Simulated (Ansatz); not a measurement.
# YCu2Sb3: the cost of one run

Program: Ansatz 0.2.0. Level of theory: DFT PBE, scalar-relativistic, plane waves, PAW. These are calculated values, not measurements.

**1. The structure to begin with**

Symmetry: P6/mmm, No. 191, hexagonal system. The conventional cell has a = 6.242 Å, b = 6.242 Å, c = 3.618 Å, α = 90.00°, β = 90.00°, γ = 120.00°. Y (site symmetry 6/mmm) is surrounded by 6 Cu at 3.60 Å and 12 Sb at 3.61 Å and 2 Y at 3.62 Å. Cu (site symmetry -6m2) has 6 Sb at 2.55 Å as nearest neighbours. Sb (site symmetry mmm) is surrounded by 4 Cu at 2.55 Å.

Structure file:

```xyz
6
Lattice="6.2416 0.0000 0.0000 -3.1208 5.4054 0.0000 0.0000 0.0000 3.6178" Properties=species:S:1:pos:R:3 pbc="T T T"
Y     0.0000    0.0000    0.0000
Cu    0.0000    3.6036    0.0000
Cu    3.1208    1.8018    0.0000
Sb    3.1208    0.0000    1.8089
Sb    1.5604    2.7027    1.8089
Sb   -1.5604    2.7027    1.8089
```

A structure generator made this guess: species swapped into a database cell of GdCo3B2 (P6/mmm, No. 191), with Y on the Gd sites, Sb on the Co sites and Cu on the B sites. Its size is a rough estimate.

**2. A first look at the guess**

File input.yaml:

```yaml
crystal:
  lattice:
    - [6.24161224, 0.0, 0.0]
    - [-3.12080612, 5.40539476, 0.0]
    - [0.0, 0.0, 3.61776201]
  atoms:
    - { symbol: "Y", position: [0.0, 0.0, 0.0] }
    - { symbol: Cu, position: [0.33333333, 0.66666667, 0.0] }
    - { symbol: Cu, position: [0.66666667, 0.33333333, 0.0] }
    - { symbol: Sb, position: [0.5, 0.0, 0.5] }
    - { symbol: Sb, position: [0.5, 0.5, 0.5] }
    - { symbol: Sb, position: [0.0, 0.5, 0.5] }
basis:
  ecutwfc: 420
kpoints:
  mp_grid: { grid: [3, 3, 6] }
hamiltonian:
  xc: pbe
scf:
  occupations: { method: gaussian, width: 0.1 }
  lower_state_search: "off"
output:
  forces: true
  stress: true
  eigenvalues: true
```

On the command line:

```sh
> ansatz run input.yaml --threads 1 --pin off --max-ram 2048MiB --backend cpu --events-out ev --progress --plain --runs-dir out
```

Q: Estimate wall time and peak memory on 1 thread of Intel Xeon Platinum 8375C at 2.90GHz (Ice Lake), shared host.

About 7.1 s, with a peak of 0.46 GiB.
